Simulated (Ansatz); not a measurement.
# C2H5Ga: the cost of one run

Program: Ansatz 0.2.0, Gaussian basis. Level of theory: the settings change from run to run. These are calculated values, not measurements.

### 1 The geometry

The structure was relaxed beforehand with PBE0-D4 in a triple-zeta def2 set.

8 atoms, charge 0, spin multiplicity 1.

Atoms are counted from 1 here; the program's logs count them from 0.

Bond lengths: C1–C2 1.334 Å, C1–H4 1.088 Å, C1–H5 1.089 Å, C2–Ga3 1.950 Å, C2–H6 1.089 Å, Ga3–H7 1.572 Å, Ga3–H8 1.569 Å. Angles: C2–C1–H4 121.7°, C2–C1–H5 122.7°, H4–C1–H5 115.6°, C1–C2–Ga3 120.5°, C1–C2–H6 117.7°, Ga3–C2–H6 121.8°, C2–Ga3–H7 116.7°, C2–Ga3–H8 122.0°, H7–Ga3–H8 121.3°.

### 2 r2SCAN0/ANO-RCC-VTZP

This run has charge +1, multiplicity 2, D3(BJ) dispersion, high accuracy.

Contents of in.yaml:

```yaml
crystal:
  periodic: [false, false, false]
  atoms:
    - {symbol: C, position_ang: [-0.547278, 1.051877, -0.727256]}
    - {symbol: C, position_ang: [-0.430953, 0.357416, 0.405617]}
    - {symbol: Ga, position_ang: [0.744898, -1.195277, 0.498988]}
    - {symbol: H, position_ang: [0.002903, 0.778760, -1.624968]}
    - {symbol: H, position_ang: [-1.193124, 1.923430, -0.818210]}
    - {symbol: H, position_ang: [-1.012234, 0.689191, 1.264354]}
    - {symbol: H, position_ang: [1.528502, -1.568262, -0.811694]}
    - {symbol: H, position_ang: [0.907287, -2.037115, 1.813149]}
basis:
  gaussian: {orbitals: ANO-RCC-VTZP}
total_charge: 1
magnetization: {spin_polarized: true, initial_magnetization: 1}
hamiltonian: {xc: {name: r2SCAN0}, dispersion: d3bj}
accuracy: high
output: {forces: true}
```

On the command line:

```bash
$ ansatz run in.yaml --threads 4 --pin off --events-out ev --progress --plain --max-ram 10444MiB
```

**Question.** How long does this run take on 4 threads of Arm Neoverse V2, shared host, and how much memory does it need?

About 3.1 min, with a peak of 1.3 GiB.
